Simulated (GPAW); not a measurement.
# CS2 (Cmce) in GPAW: single point with TB-mBJ

Aim: the single point of CS2 with TB-mBJ.

All numbers are computed with GPAW 26.7.0; they aren't measurements. Logs are shortened: lines on timing, memory, paths and dates and some standing lists are left out, and cuts for length are marked. The log counts tension as positive stress, the text compression.

## 1. The crystal as given

The structure is orthorhombic, space group Cmce (No. 64). Conventional cell: a = 7.292 Å, b = 5.989 Å, c = 9.851 Å, α = 90.00°, β = 90.00°, γ = 90.00°. S (site symmetry m) has 1 C at 1.56 Å as nearest neighbours. C (site symmetry 2/m) is surrounded by 2 S at 1.56 Å.

The cell comes from a database or a generator and needn't be the stable form of this composition.

## 2. Single point, TB-mBJ

File run.py:

```python
from ase import Atoms
from ase.dft.bandgap import bandgap
from ase.io import write
from gpaw import GPAW, PW

atoms = Atoms(['S', 'S', 'S', 'S', 'C', 'C'],
              cell=[[3.645788, -2.994314, 0.0],
                    [3.645788, 2.994314, 0.0],
                    [0.0, 0.0, 9.851257]],
              scaled_positions=[[0.181521, 0.818479, 0.886867],
                                [0.318479, 0.681521, 0.386867],
                                [0.681521, 0.318479, 0.613133],
                                [0.818479, 0.181521, 0.113133],
                                [0.5, 0.5, 0.5],
                                [0.0, 0.0, 0.0]],
              pbc=True)

calc = GPAW(mode=PW(800),
            xc='TB09',
            kpts={'size': (4, 4, 2), 'gamma': True},
            occupations={'name': 'fermi-dirac', 'width': 0.05},
            nbands=30,
            convergence={'density': 1e-05, 'energy': 1e-05},
            eigensolver='cg',
            maxiter=150,
            txt='gpaw.txt')
atoms.calc = calc
energy = atoms.get_potential_energy()
calc.write('gs.gpw')
write('result.traj', atoms)
print('Fermi level:', round(calc.get_fermi_level(), 4), 'eV')
print(f'Gap: {bandgap(calc)[0]:.4f} eV, direct: {bandgap(calc, direct=True)[0]:.4f} eV')
```

Potentials or basis: GPAW PAW data sets for LDA (gpaw-data 1.2.1), pw.

Started as:

```bash
$ OMP_NUM_THREADS=1 python run.py
```

gpaw.txt:

```text
___ ___ ___ _ _ _
 |   |   |_  | | | |
 | | | | | . | | | |
 |__ |  _|___|_____|  26.7.0
 |___|_|

Input parameters:
  convergence: {density: 1e-05,
                energy: 1e-05}
  eigensolver: cg
  kpts: {gamma: True,
         size: (4, 4, 2)}
  maxiter: 150
  mode: {ecut: 800.0,
         name: pw}
  nbands: 30
  occupations: {name: fermi-dirac,
                width: 0.05}
  xc: TB09

System changes: positions, numbers, cell, pbc, initial_charges, initial_magmoms

Initialize ...

species:
  S:
    name:    Sulfur
    Z:       16.0
    valence: 6
    core:    10
    charge:  0.0  # [|e|]
    compensation charges:
      type: gauss
      rc: 0.24  # [Å]
      lmax: 2
    cutoffs:
      filter: 1.77  # [Å]
      core: 1.66  # [Å]
    projectors
    | kind |    occ | energy [eV] | rcut [Å] |
    |------|--------|-------------|----------|
    |   3s |  2.000 |     -17.278 |    0.974 |
    |   3p |  4.000 |      -7.106 |    0.979 |
    |    s |        |       9.933 |    0.974 |
    |    p |        |      20.105 |    0.979 |
    |    d |        |       0.000 |    0.900 |

    Using partial waves for S as LCAO basis

  C:
    name:    Carbon
    Z:       6.0
    valence: 4
    core:    2
    charge:  0.0  # [|e|]
    compensation charges:
      type: gauss
      rc: 0.20  # [Å]
      lmax: 2
    cutoffs:
      filter: 1.14  # [Å]
      core: 1.14  # [Å]
    projectors
    | kind |    occ | energy [eV] | rcut [Å] |
    |------|--------|-------------|----------|
    |   2s |  2.000 |     -13.639 |    0.635 |
    |   2p |  2.000 |      -5.414 |    0.635 |
    |    s |        |      13.573 |    0.635 |
    |    p |        |      21.797 |    0.635 |
    |    d |        |       0.000 |    0.635 |

    Using partial waves for C as LCAO basis

Reference energy: -45335.940849  # eV

Spin-paired calculation

Convergence criteria:
 Maximum [total energy] change in last 3 cyles: 1e-05 eV / valence electron
 Maximum integral of absolute [dens]ity change: 1e-05 electrons / valence electron
 Maximum integral of absolute [eigenst]ate change: 4e-08 eV^2 / valence electron
 Maximum number of scf [iter]ations: 150
 (Square brackets indicate name in SCF output, whereas a 'c' in
 the SCF output indicates the quantity has converged.)

Symmetries present (total): 4

  ( 1  0  0)  ( 0  1  0)  ( 0 -1  0)  (-1  0  0)
  ( 0  1  0)  ( 1  0  0)  (-1  0  0)  ( 0 -1  0)
  ( 0  0  1)  ( 0  0 -1)  ( 0  0  1)  ( 0  0 -1)

32 k-points: 4 x 4 x 2 Monkhorst-Pack grid + [1/8,1/8,1/4]
14 k-points in the irreducible part of the Brillouin zone
       k-points in crystal coordinates                weights
   0:     0.00000000    0.00000000    0.00000000          1/32
   1:     0.00000000    0.00000000    0.50000000          1/32
   2:     0.25000000   -0.25000000    0.00000000          2/32
   3:     0.25000000   -0.25000000    0.50000000          2/32
   4:     0.25000000    0.00000000    0.00000000          4/32
   5:     0.25000000    0.00000000    0.50000000          4/32
   6:     0.25000000    0.25000000    0.00000000          2/32
   7:     0.25000000    0.25000000    0.50000000          2/32
   8:     0.50000000    0.00000000    0.00000000          2/32
   9:     0.50000000    0.00000000    0.50000000          2/32
          ...
  13:     0.50000000    0.50000000    0.50000000          1/32

Wave functions: Plane wave expansion
  Cutoff energy: 800.000 eV
  Number of coefficients (min, max): 11035, 11094
  Pulay-stress correction: 0.000000 eV/Ang^3 (de/decut=0.000000)
  Using FFTW library
  ScaLapack parameters: grid=1x1, blocksize=None
  Wavefunction extrapolation:
    Improved wavefunction reuse through dual PAW basis

Occupation numbers: Fermi-Dirac:
  width: 0.0500  # eV

Eigensolver
   CG(niter=4, rtol=3.0e-01)

Densities:
  Coarse grid: 32*32*70 grid
  Fine grid: 64*64*140 grid
  Total Charge: 0.000000

Density mixing:
  Method: separate
  Backend: msr1
  Linear mixing parameter: 0.05
  old densities: 10
  Width of damping distribution: 1.1
  Damping of long wavelength oscillations: 20

Hamiltonian:
  XC and Coulomb potentials evaluated on a 64*64*140 grid
  Using the TB09 Exchange-Correlation functional
  External potential:
    NoExternalPotential

XC parameters: TB09 with 2 nearest neighbor stencil

Number of atoms: 6
Number of atomic orbitals: 24
Number of bands in calculation: 30
Number of valence electrons: 32
Bands to converge: occupied

... initialized

Initializing position-dependent things.

Density initialized from atomic densities
Creating initial wave functions:
  24 bands from LCAO basis set
  6 bands from random numbers

                   S

                 S
                  C
                  S

        C       S

Atomic positions and initial magnetic moments

Positions:
   0 S      3.645788    1.907252    8.736755    ( 0.0000,  0.0000,  0.0000)
   1 S      3.645788    1.087062    3.811126    ( 0.0000,  0.0000,  0.0000)
   2 S      3.645788   -1.087062    6.040131    ( 0.0000,  0.0000,  0.0000)
   3 S      3.645788   -1.907252    1.114502    ( 0.0000,  0.0000,  0.0000)
   4 C      3.645788    0.000000    4.925629    ( 0.0000,  0.0000,  0.0000)
   5 C      0.000000    0.000000    0.000000    ( 0.0000,  0.0000,  0.0000)

Unit cell:
           periodic     x           y           z      points  spacing
  1. axis:    yes    3.645788   -2.994314    0.000000    32     0.1446
  2. axis:    yes    3.645788    2.994314    0.000000    32     0.1446
  3. axis:    yes    0.000000    0.000000    9.851257    70     0.1407

  Lengths:   4.717805   4.717805   9.851257
  Angles:   90.000000  90.000000  78.793055

Effective grid spacing dv^(1/3) = 0.1442

iter:   1  2880.116538
iter:   2  2879.429398   +1.42  -1.05
iter:   3  2881.216125   +0.22  -0.98
iter:   4  2886.974322   -0.23  -1.11
iter:   5  2890.642291   -0.39  -1.25
iter:   6  2890.876783   -0.89  -1.66
iter:   7  2891.479798   -1.21  -1.58
iter:   8  2890.696919   -1.48  -1.95
iter:   9  2890.771012   -1.43  -1.87
iter:  10  2890.963241   -1.99  -1.92
[... 44 further cycles ...]
iter:  55  2892.863701   -7.81c -4.62
iter:  56  2892.862491   -7.53c -4.62
iter:  57  2892.864663   -7.14  -4.45
iter:  58  2892.863176   -7.36  -4.91
iter:  59  2892.863989   -7.57c -4.83
iter:  60  2892.864353   -7.31  -5.13c
iter:  61  2892.863816   -7.54c -5.05c
iter:  62  2892.863502   -7.45c -4.93
iter:  63  2892.863692c  -7.38  -4.85
iter:  64  2892.863632c  -7.67c -5.10c

Converged after 64 iterations.

Dipole moment: (-0.000000, 0.000000, -0.000000) |e|*Ang

Energy contributions relative to reference atoms: (reference = -45335.940849)

Kinetic:        -27.924014
Potential:      +30.814068
External:        +0.000000
XC:            +2892.585495
Entropy (-ST):   -0.000000
Local:           -2.611916
SIC:             +0.000000
--------------------------
Free energy:   +2892.863632
Extrapolated:  +2892.863632

Showing only first 2 kpts
 Kpt  Band  Eigenvalues  Occupancy
  0    14     -1.47247    2.00000
  0    15     -1.37845    2.00000
  0    16      2.84910    0.00000
  0    17      2.92917    0.00000

  1    14     -1.42611    2.00000
  1    15     -1.42595    2.00000
  1    16      2.95011    0.00000
  1    17      2.95041    0.00000

Fermi level: -0.12716

Gap: 4.072 eV
Transition (v -> c):
  (s=0, k=12, n=15, [0.50, 0.50, 0.00]) -> (s=0, k=0, n=16, [0.00, 0.00, 0.00])
Direct/indirect transitions are different
Direct gap: 4.121 eV
Transition at: (s=0, k=12, n=15, [0.50, 0.50, 0.00])
Writing to gs.gpw (mode='')
```

Run time: 7.7 min. Hardware: 1 thread of Arm Neoverse V2, shared host; peak memory 0.44 GiB.

Results:

| Item | Value |
| --- | --- |
| Band gap on the k mesh | 4.07 eV, indirect (least direct gap 4.12 eV) |

Caveat: a model potential gives levels but no total energy.
